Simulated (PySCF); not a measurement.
# C3H6BrF (BrCH2CH2CH2F): the cost of one run

Computed with PySCF 2.14.0 and routines of our own; the level stands in each step. Atoms count from 0.

### 1 The system as given

11 atoms, charge 0, multiplicity 1; geometry from: GFN2-xTB.

### 2 Geometry optimisation at PBE0-D3(BJ)/def2-SVP

Job settings and geometry (Å):

```
{"job": {"xc": "PBE0", "basis": "def2-SVP", "d3": "d3bj", "grid": 1, "maxiter": 30, "shake": 0.01, "kind": "geom"}, "charge": 0, "multiplicity": 1}
F     -1.203830    -0.333640     1.603970
C     -1.304460     0.136530     0.301850
C     -0.116230    -0.349180    -0.502160
C      1.224180     0.210930     0.088520
Br     2.730510    -0.373470    -0.965080
H     -1.337780     1.239620     0.351770
H     -2.224690    -0.247670    -0.111420
H     -0.052690    -1.433350    -0.478230
H     -0.214930    -0.018800    -1.510530
H      1.197420     1.295870     0.088420
H      1.340610    -0.152680     1.117220
```

On the command line:

```
> OMP_NUM_THREADS=1 python heavy_run.py task.json out
```

The driver reads the jobs from task.json and runs them one after another.

**Question.** How long does this first job take on 1 thread of Arm Neoverse V1, shared host, and how much memory does it need?

About 48 s, with a peak of 0.51 GiB.
